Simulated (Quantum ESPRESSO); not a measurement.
## SbP4: single point with PBE

The system is SbP4.

```xyz
5
Lattice="0.0000 3.9365 3.9365 3.9365 0.0000 3.9365 3.9365 3.9365 0.0000" Properties=species:S:1:pos:R:3 pbc="T T T"
Sb    3.9365    3.9365    3.9365
P     7.0582    7.0582    7.0582
P     4.7515    4.7515    7.0582
P     4.7515    7.0582    4.7515
P     7.0582    4.7515    4.7515
```

The cell was built by a generator and needn't be a form met in nature.

```json
{
  "Program": "Quantum ESPRESSO 7.5",
  "Task": "single point",
  "Functional": "PBE",
  "Potentials or basis": "SSSP 1.3 efficiency PBE",
  "Cutoff": "748 eV",
  "Density cutoff": "5987 eV",
  "k mesh": "6 × 6 × 6",
  "Occupations": "fermi-dirac, width 0.05 eV",
  "Spin": "no spin polarisation"
}
```

The pressure is -1.5 GPa, the largest force is 0.741 eV/Å and the band gap on the k mesh is none (metal or under the smearing width).

Forces on the atoms (eV/Å):
```
Sb   0.000  0.000  0.000
P    0.428  0.428  0.428
P   -0.428 -0.428  0.428
P   -0.428  0.428 -0.428
P    0.428 -0.428 -0.428
```

Levels at points of the mesh, in eV from the Fermi level:
| k point | band 14 | band 15 | band 16 | band 17 | band 18 | band 19 | band 20 | band 21 |
| --- | --- | --- | --- | --- | --- | --- | --- | --- |
| (0.00, 0.00, 0.00) | -4.59 | -3.17 | -3.17 | -0.70 | -0.70 | -0.70 | 3.00 | 3.38 |
| (0.00, 0.00, -0.50) | -3.00 | -2.78 | -2.78 | -0.02 | 0.32 | 0.32 | 1.74 | 1.74 |
| (0.00, -0.50, -0.50) | -2.62 | -2.36 | -1.89 | -1.41 | -1.41 | -0.91 | 0.73 | 2.20 |

Wall time 52 s on 1 thread of AMD EPYC 9R14 (Zen 4), with other jobs on the host, peak memory 0.53 GiB.

The run has no spin-orbit coupling, so splittings on Sb are missing.
